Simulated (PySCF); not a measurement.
# C2H9B2N: the cost of one run

The runs use PySCF 2.14.0, with density-fitted response routines of our own; the level of theory stands in each step. All values are computed, except where a source is named. Atoms are numbered from 0 throughout.

## Step 1: The molecule as given

14 atoms, charge 0, multiplicity 1; geometry from: GFN2-xTB. The atoms were then displaced at random by about 0.01 Å, so the start is not that level's minimum.

Bonds of the start (Å): B0–B1 1.62, B1–C2 1.61, B1–N3 1.43, N3–C4 1.42, B0–H5 1.20, B0–H6 1.19, C2–H7 1.10, C2–H8 1.12, C2–H9 1.07, N3–H10 0.99, C4–H11 1.09, C4–H12 1.08, C4–H13 1.10.

## Step 2: Relaxing the molecule at PBE0-D3(BJ)/def2-SVP

What the job is given:

```
{"job": {"xc": "PBE0", "basis": "def2-SVP", "d3": "d3bj", "grid": 1, "shake": 0.01, "kind": "geom"}, "charge": 0, "multiplicity": 1}
B     -1.823050     1.249090    -0.001940
B     -0.546600     0.284170     0.231090
C     -0.866250    -1.250730     0.584120
N      0.821410     0.688700     0.143740
C      1.989710    -0.098660     0.326730
H     -2.367830     1.399750    -1.054990
H     -2.366720     1.841660     0.873120
H     -0.413080    -1.912680    -0.162870
H     -0.412400    -1.518750     1.571440
H     -1.914380    -1.462270     0.662840
H      0.998640     1.643980    -0.067460
H      2.610740    -0.089260    -0.563150
H      1.704130    -1.108510     0.567570
H      2.578520     0.318440     1.162030
```

On the command line:

```bash
$ OMP_NUM_THREADS=1 python probes_run.py task.json out
```

The driver reads the jobs from task.json and runs them one after another.

Q: Estimate the wall time and peak memory of this first job on 1 thread of Arm Neoverse V1, shared host.

About 43 s, with a peak of 0.47 GiB.
